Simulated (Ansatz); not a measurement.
# Ta3N, space group P-3m1: a test of the smearing width

Program: Ansatz's Python interface.

`ta3n.py`:
```python
"""Smearing width test for Ta3N."""

import warnings

import ansatz as az
from tabulate import tabulate

params = {
    "xc": "pbe",
    "kgrid": (10, 10, 4),
    "scf_tol": 1e-10,
}

warnings.simplefilter("ignore", az.DeckWarning)

structure = (
    az.Lattice.from_parameters(3.032224, 3.032224, 7.524137, alpha=90, beta=90, gamma=120)
    .space_group(164)
    .atom("Ta", (0.0, 0.0, 0.5))
    .atom("Ta", (1 / 3, 2 / 3, 0.17393))
    .atom("N", (0.0, 0.0, 0.0))
)

base = structure.calculation()
base = base.functional(params["xc"])
base = base.kpoints(*params["kgrid"])
base = base.scf(tolerance=params["scf_tol"])

rows = []
for value in [0.3, 0.2, 0.1, 0.05]:
    report = base.occupations("methfessel_paxton", width=value).run().report
    rows.append((value, report["free_energy_ev"] / len(report["lattice"]["sites"]), report["n_iterations"], report["n_kpoints"]))

print(tabulate(rows, headers=["width (eV)", "F/atom (eV)", "iterations", "k-points"], floatfmt=".4f", tablefmt="simple"))

# differences from the last row
for row in rows[:-1]:
    shift = 1000 * (row[1] - rows[-1][1])
    print(f"{row[0]}: {shift:+.2f} meV/atom" + ("  (within 5 meV)" if abs(shift) < 5 else ""))
```

```console
$ python ta3n.py
  width (eV)    F/atom (eV)    iterations    k-points
------------  -------------  ------------  ----------
      0.3000     -7545.6459             9          50
      0.2000     -7545.6457             9          50
      0.1000     -7545.6460             9          50
      0.0500     -7545.6459             9          50
0.3: +0.05 meV/atom  (within 5 meV)
0.2: +0.22 meV/atom  (within 5 meV)
0.1: -0.01 meV/atom  (within 5 meV)
```

Notes:
- No spin polarisation was allowed.
- For a metal this k-point mesh is coarse: on a finer one energies can move by several to tens of meV an atom and pressures by half a GPa or more, differences at one mesh by less.
- The narrowest width needs the finest mesh, so the last row is no converged reference.
- Spin-orbit coupling, which matters for elements this heavy, is left out.
- The structure comes from a database of computed cells and needn't be a stable or known phase.
- It ran for 12 s on 1 thread of Arm Neoverse V2, with other jobs on the host, peak memory 0.4 GiB.
